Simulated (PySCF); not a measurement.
**UCAM-B3LYP/pcseg-0 run of GaH2SO (SMILES [OH][Ga][SH])**

What is the vertical doublet–quartet gap of GaH2SO at UCAM-B3LYP/pcseg-0? Input form: a Python script.

Program for the calculation: PySCF 2.14.0.

### 1 The structure to begin with

GaH2SO has 5 atoms, charge 0, and is taken as a doublet. As SMILES, `[OH][Ga][SH]`. Geometry: a GFN2-xTB relaxation, a rough one for these elements and not checked as a minimum. This is one conformer, not always the lowest.

Bond lengths: O1–Ga2 1.738 Å, Ga2–S3 2.395 Å, O1–H4 0.952 Å, S3–H5 1.326 Å. Angles: O1–Ga2–S3 108.1°, Ga2–O1–H4 161.3°, Ga2–S3–H5 88.9°.

### 2 A single-point energy at UCAM-B3LYP/pcseg-0

calc.py

```python
from pyscf import gto, dft

system = gto.Mole()
system.atom = '''
O     -2.211282     0.486888    -0.936019
Ga    -0.011149     2.220957     0.778851
S      3.557145    -0.444426     1.586293
H     -3.692582     0.053441    -1.862061
H      2.357887    -2.316861     0.432936
'''
system.max_memory = 1860
system.unit = 'bohr'
system.verbose = 3
system.basis = 'pcseg-0'
system.spin = 1
system.build()

mf = dft.UKS(system, xc='cam-b3lyp')
mf.grids.level = 4
mf.conv_tol = 1e-10
mf.kernel()
if not mf.converged:
    mf = mf.newton().run(mf.mo_coeff, mf.mo_occ)

etot = mf.e_tot
print(f'total energy: {etot:.8f} hartree')
```

Started as:

```sh
OMP_NUM_THREADS=1 python calc.py
```

Output:

```text
WARN: HOMO -0.214517352384247 >= LUMO -0.214517352384245

converged SCF energy = -2396.50227669998  <S^2> = 0.75613418  2S+1 = 2.0061248
total energy: -2396.50227670 hartree
```

Run time: 16 s. Hardware: 1 thread of Arm Neoverse V1, shared host; peak memory 0.29 GiB.

### 3 The quartet

input.py

```python
from pyscf import gto, dft

mol = gto.Mole()
mol.atom = [
    ('O', (-1.170160, 0.257650, -0.495320)),
    ('Ga', (-0.005900, 1.175280, 0.412150)),
    ('S', (1.882360, -0.235180, 0.839430)),
    ('H', (-1.954030, 0.028280, -0.985360)),
    ('H', (1.247740, -1.226030, 0.229100)),
]
mol.basis = 'pcseg-0'
mol.verbose = 3
mol.charge = 0
mol.max_memory = 1860
mol.spin = 3
mol.build()

myscf = dft.UKS(mol)
myscf.xc = 'cam-b3lyp'
myscf.grids.level = 4
myscf.conv_tol = 1e-10
myscf.kernel()
if not myscf.converged:
    myscf = myscf.newton().run(myscf.mo_coeff, myscf.mo_occ)

etot = myscf.e_tot
print('E(%s) = %.9f' % ('CAM-B3LYP', etot))
```

Started as:

```sh
OMP_NUM_THREADS=1 python input.py
```

Output:

```text
WARN: HOMO -0.0216078588426558 >= LUMO -0.328805058575076

WARN: HOMO -0.0375923954523811 >= LUMO -0.124261843095848

WARN: HOMO -0.124936160361137 >= LUMO -0.213483330906372

WARN: HOMO -0.125927883321722 >= LUMO -0.211776622039944

WARN: HOMO -0.124418317332803 >= LUMO -0.1889337733088

WARN: HOMO -0.124325980904354 >= LUMO -0.188652771265091

WARN: HOMO -0.125322450789736 >= LUMO -0.187759515406762

WARN: HOMO -0.125343123224724 >= LUMO -0.18780309764169

WARN: HOMO -0.12537967818009 >= LUMO -0.187853534237777

WARN: HOMO -0.125384753293457 >= LUMO -0.18785747946248

WARN: HOMO -0.125395288831013 >= LUMO -0.187856138217415

WARN: HOMO -0.125399504586807 >= LUMO -0.187853096131893

WARN: HOMO -0.125403573032707 >= LUMO -0.187851707940564

WARN: HOMO -0.125404307170299 >= LUMO -0.187851867381793

WARN: HOMO -0.125404267454543 >= LUMO -0.187851729433624

WARN: HOMO -0.125404233477441 >= LUMO -0.187851902782572

converged SCF energy = -2396.31952380805  <S^2> = 3.7527441  2S+1 = 4.0013718
E(CAM-B3LYP) = -2396.319523808
```

Run time: 17 s. Hardware: 1 thread of Arm Neoverse V1, shared host; peak memory 0.29 GiB.

### 4 Outcome

At UCAM-B3LYP/pcseg-0:

| quantity | value |
| --- | --- |
| doublet: total energy | -2396.50228 Eh |
| doublet: dipole moment | 3.70 D |
| doublet: HOMO energy (highest over α and β) | -7.48 eV |
| doublet: LUMO energy (lowest over α and β) | -2.68 eV |
| doublet: ⟨S²⟩ | 0.756 |
| quartet: total energy | -2396.31952 Eh |
| quartet: dipole moment | 2.95 D |
| quartet: HOMO energy (highest over α and β) | -3.41 eV |
| quartet: ⟨S²⟩ | 3.753 |
| vertical energy of the quartet above the doublet | 4.973 eV |

**Reading.** At this shape the quartet lies 4.97 eV (115 kcal/mol) above the doublet.
